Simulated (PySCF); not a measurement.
**H2 (hydrogen): levels of theory compared**

We compute a comparison of 4 runs (BCCD(T)/def2-TZVP, CCSDT(Q)/def2-TZVP, CCSDTQ/def2-TZVP, QCISD(T)/def2-TZVP) of H2 (hydrogen). The job is set up through a Python script.

The results are computed with PySCF 2.14.0.

5 further runs of the same task are left out: 5 set aside as unsound or not needed.

**1. The system as given**

H2 has 2 atoms, charge 0, and is taken as a singlet. SMILES: `[H][H]`. Geometry: relaxed at PBE0-D4/def2-TZVP.

Bond lengths: H1–H2 0.746 Å.

**2. A single-point energy at BCCD(T)/def2-TZVP (run 1)**

File input.xyz:

```xyz
2
H2
H      0.319300    -0.099200     0.165500
H     -0.319300     0.099200    -0.165500
```

File calc.py:

```python
from pyscf import gto, cc
from pyscf.cc.bccd import bccd_kernel_

molecule = gto.M(
    atom='input.xyz',
    basis='def2-tzvp',
    charge=0,
    spin=0,
    verbose=3,
    max_memory=1860,
)

myscf = molecule.RHF()
myscf.conv_tol = 1e-10
myscf.kernel()
if not myscf.converged:
    myscf = myscf.newton().run(myscf.mo_coeff, myscf.mo_occ)

mycc = cc.CCSD(myscf).run()
mycc = bccd_kernel_(mycc, diis=True)
e_t = mycc.ccsd_t()
e_tot = mycc.e_tot + e_t
print('Final energy', e_tot)
```

Run with:

```sh
$ OMP_NUM_THREADS=1 python calc.py
```

The log of the run:

```text
converged SCF energy = -1.13247359251943
E(CCSD) = -1.168255158134827  E_corr = -0.03578156561539973
BCCD loop starts.

******** <class 'pyscf.cc.ccsd.CCSD'> ********
CC2 = 0
CCSD nocc = 1, nmo = 12
max_cycle = 50
direct = 0
conv_tol = 1e-07
conv_tol_normt = 1e-05
diis_space = 6
diis_start_cycle = 0
diis_start_energy_diff = 1e+09
Init E_corr(CCSD) = -0.0357719426574946
cycle = 1  E_corr(CCSD) = -0.0360985684191543  dE = -0.000326625762  norm(t1,t2) = 0.00685424
cycle = 2  E_corr(CCSD) = -0.036024577955894  dE = 7.39904633e-05  norm(t1,t2) = 0.00142805
cycle = 3  E_corr(CCSD) = -0.0359820068640454  dE = 4.25710918e-05  norm(t1,t2) = 0.000503323
cycle = 4  E_corr(CCSD) = -0.035978701827125  dE = 3.30503692e-06  norm(t1,t2) = 6.53844e-05
cycle = 5  E_corr(CCSD) = -0.0359785095746201  dE = 1.92252505e-07  norm(t1,t2) = 5.04553e-06
cycle = 6  E_corr(CCSD) = -0.0359783702506603  dE = 1.3932396e-07  norm(t1,t2) = 8.67661e-07
cycle = 7  E_corr(CCSD) = -0.0359783562565313  dE = 1.39941291e-08  norm(t1,t2) = 1.20859e-07
CCSD converged
E(CCSD) = -1.168255210943925  E_corr = -0.03597835625653129
BCC iter:    0  E:      -1.168255210944  dE:   -5.281e-08  |t1|:    3.243e-04

******** <class 'pyscf.cc.ccsd.CCSD'> ********
CC2 = 0
CCSD nocc = 1, nmo = 12
max_cycle = 50
direct = 0
conv_tol = 1e-07
conv_tol_normt = 1e-05
diis_space = 6
diis_start_cycle = 0
diis_start_energy_diff = 1e+09
Init E_corr(CCSD) = -0.0359740774473727
cycle = 1  E_corr(CCSD) = -0.035966758393922  dE = 7.31905345e-06  norm(t1,t2) = 0.000260251
cycle = 2  E_corr(CCSD) = -0.0359687458566377  dE = -1.98746272e-06  norm(t1,t2) = 5.45154e-05
cycle = 3  E_corr(CCSD) = -0.0359697040592018  dE = -9.58202564e-07  norm(t1,t2) = 1.76354e-05
cycle = 4  E_corr(CCSD) = -0.0359697179350708  dE = -1.3875869e-08  norm(t1,t2) = 2.23082e-06
CCSD converged
E(CCSD) = -1.168255214121085  E_corr = -0.03596971793507079
BCC iter:    1  E:      -1.168255214121  dE:   -3.177e-09  |t1|:    7.729e-06
CCSD(T) correction = -2.1430968200861e-19
Final energy -1.1682552141210854
```

It took 1.2 s on 1 thread of Arm Neoverse N1, shared host; peak memory 0.12 GiB.

**3. The energy at CCSDT(Q)/def2-TZVP (run 2)**

File job.py:

```python
# [H][H]
from pyscf import gto, cc

system = gto.M(
    atom='''
H      0.603390    -0.187461     0.312750
H     -0.603390     0.187461    -0.312750
''',
    verbose=4,
    charge=0,
    basis='def2-tzvp',
    max_memory=1860,
    unit='bohr',
)

calc0 = system.RHF()
calc0.conv_tol = 1e-10
calc0.kernel()
if not calc0.converged:
    calc0 = calc0.newton().run(calc0.mo_coeff, calc0.mo_occ)

mycc = cc.CCSDT(calc0)
mycc.kernel()
e_bracket, e_q = mycc.ccsdt_q()
etot = mycc.e_tot + e_q
print('Final energy', etot)
```

Run with:

```sh
$ OMP_NUM_THREADS=1 python job.py
```

The log of the run:

```text
PySCF version 2.14.0

[INPUT] num. atoms = 2
[INPUT] num. electrons = 2
[INPUT] charge = 0
[INPUT] spin (= nelec alpha-beta = 2S) = 0
[INPUT] symmetry False subgroup None
[INPUT] Mole.unit = bohr
[INPUT] Symbol           X                Y                Z      unit          X                Y                Z       unit  Magmom
[INPUT]  1 H      0.319300237297  -0.099200089136   0.165500172715 AA    0.603390000000  -0.187461000000   0.312750000000 Bohr   0.0
[INPUT]  2 H     -0.319300237297   0.099200089136  -0.165500172715 AA   -0.603390000000   0.187461000000  -0.312750000000 Bohr   0.0

nuclear repulsion = 0.709213664561387
number of shells = 8
number of NR pGTOs = 16
number of NR cGTOs = 12
basis = def2-tzvp
ecp = {}

******** <class 'pyscf.scf.hf.RHF'> ********
method = RHF
initial guess = minao
damping factor = 0
level_shift factor = 0
DIIS = <class 'pyscf.scf.diis.CDIIS'>
diis_start_cycle = 1
diis_space = 8
diis_damp = 0
SCF conv_tol = 1e-10
SCF conv_tol_grad = None
SCF max_cycles = 50
direct_scf = True
direct_scf_tol = 1e-13
Set gradient conv threshold to 1e-05
Initial guess from minao.
init E= -0.812527842740015
  HOMO = -0.551740560902157  LUMO = 0.134443967662416  gap/eV = 18.67203
cycle= 1 E= -1.13154132098165  delta_E= -0.319  |g|= 0.0443  |ddm|= 0.461
  HOMO = -0.600286673332982  LUMO = 0.162662445508291  gap/eV = 20.76090
cycle= 2 E= -1.1324437504073  delta_E= -0.000902  |g|= 0.00686  |ddm|= 0.0349
  HOMO = -0.593186392926939  LUMO = 0.165903621299257  gap/eV = 20.65589
cycle= 3 E= -1.13247331429827  delta_E= -2.96e-05  |g|= 0.000708  |ddm|= 0.00937
  HOMO = -0.592849282486827  LUMO = 0.166107329660886  gap/eV = 20.65226
cycle= 4 E= -1.13247358316328  delta_E= -2.69e-07  |g|= 1.61e-05  |ddm|= 0.00119
  HOMO = -0.592846800936964  LUMO = 0.166111924329351  gap/eV = 20.65232
cycle= 5 E= -1.13247358322432  delta_E= -6.1e-11  |g|= 5.01e-07  |ddm|= 8.71e-06
  HOMO = -0.592846307974347  LUMO = 0.166111783062708  gap/eV = 20.65230
Extra cycle  E= -1.13247358322446  delta_E= -1.49e-13  |g|= 9.44e-08  |ddm|= 5.17e-07
converged SCF energy = -1.13247358322446

******** <class 'pyscf.cc.rccsdt.RCCSDT'> ********
RCCSDT nocc = 1, nmo = 12
Allocating only the i<=j<=k part of the T3 amplitude in memory
max_cycle = 50
conv_tol = 1e-07
conv_tol_normt = 1e-06
diis with the T3 amplitude
diis_space = 6
diis_start_cycle = 0
diis_start_energy_diff = 1e+09
einsum_backend: numpy
_make_eris_incore_RCCSDT
blksize  1    blksize_oovv  1    blksize_oooo  1    blksize_vvvv  1
Approximate memory usage estimate
    T3 memory                10.4 KB
    R3 memory                10.4 KB
    Symmetrized T3 memory    20.8 KB
    ERIs memory               162 KB
    T1-ERIs memory            162 KB
    Intermediates memory      162 KB
    Block workspace          20.8 KB
    T3 einsum buffer         20.8 KB
Total estimated memory        569 KB
Init t2, MP2 energy = -1.160247453423  E_corr(MP2) -0.027773870198
Init E_corr(RCCSDT) = -0.027773870198413
cycle =  1  E_corr(RCCSDT) = -0.033423298790  dE = -5.649428591245e-03  norm(d tamps) = 2.52367462e-02
cycle =  2  E_corr(RCCSDT) = -0.034984284767  dE = -1.560985977232e-03  norm(d tamps) = 8.78113344e-03
cycle =  3  E_corr(RCCSDT) = -0.035794942161  dE = -8.106573937761e-04  norm(d tamps) = 3.40012803e-03
cycle =  4  E_corr(RCCSDT) = -0.035781685948  dE =  1.325621222632e-05  norm(d tamps) = 2.91764969e-04
cycle =  5  E_corr(RCCSDT) = -0.035781674107  dE =  1.184133447546e-08  norm(d tamps) = 2.07764001e-05
cycle =  6  E_corr(RCCSDT) = -0.035781563240  dE =  1.108667155511e-07  norm(d tamps) = 3.31273752e-06
cycle =  7  E_corr(RCCSDT) = -0.035781628833  dE = -6.559293638103e-08  norm(d tamps) = 4.21121972e-07
RCCSDT converged
E(RCCSDT) = -1.168255212057791   E_corr = -0.03578162883332682
E_corr(same-spin) = -6.82159823438028e-10
E_corr(oppo-spin) = -0.035781628151167
_make_eris_incore_RCCSDT
[Q] correction =  0.000000000000e+00    (Q) correction =  0.000000000000e+00
Final energy -1.1682552120577911
```

It took 1.1 s on 1 thread of Arm Neoverse N1, shared host; peak memory 0.12 GiB.

Run 3 isn't shown in full; the table further down has it.

**4. A single-point energy at QCISD(T)/def2-TZVP (run 4)**

File run.py:

```python
from pyscf import gto, cc

system = gto.M(
    atom='''
H      0.603390    -0.187461     0.312750
H     -0.603390     0.187461    -0.312750
''',
    unit='bohr',
    max_memory=1860,
    charge=0,
    verbose=3,
    basis='def2-tzvp',
)

mf = system.RHF()
mf.conv_tol = 1e-10
mf.kernel()
if not mf.converged:
    mf = mf.newton().run(mf.mo_coeff, mf.mo_occ)

mycc = cc.QCISD(mf)
mycc.kernel()
e_t = mycc.qcisd_t()
e_tot = mycc.e_tot + e_t
print('E = %.10f Eh' % e_tot)
```

Run with:

```sh
$ OMP_NUM_THREADS=1 python run.py
```

The log of the run:

```text
converged SCF energy = -1.13247358322446
E(QCISD) = -1.168255149473991  E_corr = -0.03578156624952711
QCISD(T) correction = -2.04818634935177e-19
E = -1.1682551495 Eh
```

Wall time 1.1 s (1 thread of Arm Neoverse N1, shared host); peak memory 0.12 GiB.

**5. The series**

| run | level | energy (Eh) | correlation energy (mEh) | wall time |
| --- | --- | --- | --- | --- |
| 1 | BCCD(T)/def2-TZVP | -1.168255 | -35.8 | 1.2 s |
| 2 | CCSDT(Q)/def2-TZVP | -1.168255 | -35.8 | 1.1 s |
| 3 | CCSDTQ/def2-TZVP | -1.168255 | -35.8 | 1.3 s |
| 4 | QCISD(T)/def2-TZVP | -1.168255 | -35.8 | 1.1 s |

**6. What came out**

```
                                    quantity        value
                         run 4: total energy  -1.16826 Eh
 run 4: dipole moment (Hartree–Fock density)       0.00 D
  run 4: HOMO energy (Hartree–Fock orbitals)    -16.13 eV
  run 4: LUMO energy (Hartree–Fock orbitals)      4.52 eV
run 4: HOMO–LUMO gap (Hartree–Fock orbitals)     20.65 eV
                   run 4: correlation energy    -35.8 mEh
                       run 4: (T) correction     0.00 mEh
                        run 4: T1 diagnostic        0.006
```

All runs together took 4.6 s, the longest 1.3 s.
